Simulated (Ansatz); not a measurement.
# SiF3 (trifluorosilyl): levels of theory compared

Wanted: a comparison of 3 runs (U-wB97X/STO-3G, USVWN5/STO-3G, RPA@PBE/STO-3G) of SiF3 (trifluorosilyl). 

The results are computed with Ansatz 0.2.0.

45 further runs of the same task are left out: 7 that didn't finish, 38 set aside as unsound or not needed.

## (1) The structure to begin with

SiF3: 4 atoms, total charge 0, spin state doublet. SMILES: `F[Si](F)F`. The Si2–F1 distance was set to 3.976 Å, away from the relaxed value. At this shape a bond of the SMILES string is far longer than usual.

Bond lengths: Si2–F3 1.590 Å, Si2–F4 1.590 Å. Angles: F3–Si2–F4 104.5°.

## (2) A single-point energy at U-wB97X/STO-3G (run 1)

File run.yaml:

```yaml
crystal:
  periodic: [false, false, false]
  atoms:
    - {symbol: F, position_ang: [2.457564, -1.638511, 2.394269]}
    - {symbol: Si, position_ang: [-0.325240, 0.244050, 0.268860]}
    - {symbol: F, position_ang: [-0.962750, -0.889100, -0.646850]}
    - {symbol: F, position_ang: [0.500100, 1.154030, -0.741040]}
basis:
  gaussian: {orbitals: STO-3G}
magnetization: {spin_polarized: true, initial_magnetization: 1}
hamiltonian: {xc: {name: wB97X}}
accuracy: high
```

On the command line:

```sh
$ ansatz run run.yaml --threads 1 --pin off --max-ram 2610MiB --events-out events.jsonl --progress --plain --runs-dir runs
```

Standard output:

```text
Warning: RAYON_NUM_THREADS=1 ignored (pool sized by the plan → 1); use --threads N
Functional definition: wB97X
  name "wB97X"
  parameter omega = 0.3/bohr
  parameter cx = 0.157706
  parameter cx1 = 0.726479
  parameter cx2 = 1.04760
  parameter cx3 = -5.70635
  parameter cx4 = 13.2794
  parameter css1 = -4.33879
  parameter css2 = 18.2308
  parameter css3 = -31.7430
  parameter css4 = 17.2901
  parameter cos1 = 2.37031
  parameter cos2 = -11.3995
  parameter cos3 = 6.58405
  parameter cos4 = -3.78132
  exchange = spin_sum(e_x_unif_sr(omega)*poly(b97_u_x, 1 - cx, cx1, cx2, cx3, cx4)) + cx*exact_x_sr(omega)
      + exact_x_lr(omega)
  correlation = spin_sum(e_c_pw_same_spin*poly(b97_u_same, 1, css1, css2, css3, css4))
      + integral(e_c_pw_opposite_spin*poly(b97_u_opposite, 1, cos1, cos2, cos3, cos4))
410 factors; integrals over basis functions are off by at most 2.7e-8 eV
159 factors; integrals over basis functions are off by at most 1.2e-9 eV
mean field evaluation 1: about -15799.2744 eV, gradient 1.7e1 eV
mean field evaluation 2: about -15420.6343 eV, gradient 1.1e1 eV
mean field evaluation 4: about -15800.9803 eV, gradient 1.1e1 eV
mean field evaluation 8: about -15747.3354 eV, gradient 6.8e0 eV
mean field evaluation 16: about -15814.0952 eV, gradient 1.2e-1 eV
mean field evaluation 32: about -15814.1026 eV, gradient 1.1e-2 eV
mean field -15814.10273279 eV, -581.1575562461 hartree, gradient 2.5e-8 eV, S^2 0.750000; 4 other end points of the search recorded, 0 dependent functions left out
reference -15814.10273163 eV, -581.1575562036 hartree; 21, 20 occupied and 3, 4 virtual orbitals, 410 factors
Total energy: -15814.10273163 eV, -581.1575562036 hartree
```

It took 27 s on 1 thread of AMD EPYC 9R45 (Zen 5), shared host; peak memory 0.45 GiB.

## (3) The energy at USVWN5/STO-3G (run 2)

File in.yaml:

```yaml
crystal:
  periodic: [false, false, false]
  atoms:
    - symbol: F
      position_ang: [2.457564, -1.638511, 2.394269]
    - symbol: Si
      position_ang: [-0.325240, 0.244050, 0.268860]
    - symbol: F
      position_ang: [-0.962750, -0.889100, -0.646850]
    - symbol: F
      position_ang: [0.500100, 1.154030, -0.741040]
basis:
  gaussian: {orbitals: STO-3G}
magnetization: {spin_polarized: true, initial_magnetization: 1}
hamiltonian: {xc: {name: SVWN5}}
accuracy: high
```

On the command line:

```sh
$ ansatz run in.yaml --threads 1 --pin off --max-ram 2610MiB --events-out events.jsonl --progress --plain --runs-dir runs
```

Standard output:

```text
Warning: RAYON_NUM_THREADS=1 ignored (pool sized by the plan → 1); use --threads N
Functional definition: SVWN5
  name "SVWN5"
  exchange = slater_x
  correlation = vwn5_c
410 factors; integrals over basis functions are off by at most 2.7e-8 eV
mean field evaluation 1: about -15716.2285 eV, gradient 1.1e1 eV
mean field evaluation 2: about -15334.1137 eV, gradient 1.1e1 eV
mean field evaluation 4: about -15716.2728 eV, gradient 1.1e1 eV
mean field evaluation 8: about -15716.3705 eV, gradient 9.9e0 eV
mean field evaluation 16: about -15729.1212 eV, gradient 1.9e-2 eV
mean field evaluation 32: about -15729.1119 eV, gradient 2.0e-1 eV
mean field evaluation 64: about -15729.1141 eV, gradient 4.1e-2 eV
mean field -15729.12186909 eV, -578.0345671075 hartree, gradient 1.8e-8 eV, S^2 0.750012; 6 other end points of the search recorded, 0 dependent functions left out
reference -15729.12187038 eV, -578.0345671548 hartree; 21, 20 occupied and 3, 4 virtual orbitals, 410 factors
Total energy: -15729.12187038 eV, -578.0345671548 hartree
```

Wall time 1.3 s (1 thread of AMD EPYC 9R45 (Zen 5), shared host).

## (4) A single-point energy at RPA@PBE/STO-3G (run 3)

File job.yaml:

```yaml
crystal:
  periodic: [false, false, false]
  atoms:
    - {symbol: F, position_ang: [2.457564, -1.638511, 2.394269]}
    - {symbol: Si, position_ang: [-0.325240, 0.244050, 0.268860]}
    - {symbol: F, position_ang: [-0.962750, -0.889100, -0.646850]}
    - {symbol: F, position_ang: [0.500100, 1.154030, -0.741040]}
basis:
  gaussian:
    orbitals: STO-3G
hamiltonian:
  xc: pbe
correlation:
  method: rpa
  frozen_orbitals: {F: 1, Si: 5}
accuracy: high
magnetization:
  spin_polarized: true
  initial_magnetization: 1
```

On the command line:

```sh
$ ansatz run job.yaml --threads 1 --pin off --max-ram 2610MiB --events-out events.jsonl --progress --plain --runs-dir runs
```

Standard output (excerpt; [...] marks lines left out):

```text
Warning: RAYON_NUM_THREADS=1 ignored (pool sized by the plan → 1); use --threads N
Functional definition: PBE
  name "PBE"
[...]
410 factors; integrals over basis functions are off by at most 2.7e-8 eV
[...]
mean field -15802.77251136 eV, -580.7411782885 hartree, gradient 1.4e-8 eV, S^2 0.750006; 6 other end points of the search recorded, 0 dependent functions left out
8 core orbitals not correlated: weight in the atoms' cores, before any rotation towards them, 1.000 or more for the frozen orbitals, at most 0.000 for the correlated occupied ones
reference -15771.94495656 eV, -579.6082865453 hartree; 13, 12 occupied and 3, 4 virtual orbitals, 410 factors
Total energy: -15778.11712181 eV, -579.8351094345 hartree
```

It took 7.5 s on 1 thread of AMD EPYC 9R45 (Zen 5), shared host.

## (5) All runs side by side

```tsv
run	level	frozen core orbitals	energy (Eh)	⟨S²⟩	wall time
1	U-wB97X/STO-3G	–	-581.157556	0.750	27 s
2	USVWN5/STO-3G	–	-578.034567	0.750	1.3 s
3	RPA@PBE/STO-3G	8	-579.835109	0.750	7.5 s
```

## (6) Summary of results

```
                                quantity          value
                     run 3: total energy  -579.83511 Eh
 run 3: RPA correlation energy (valence)     -226.8 mEh
run 3: ⟨S²⟩ of the reference determinant          0.750
```

What this shows: Totals of different functionals can't be ranked against each other. In runs 1, 2, 3 the basis is minimal, so the values are rough. All runs together took 36 s, the longest 27 s.
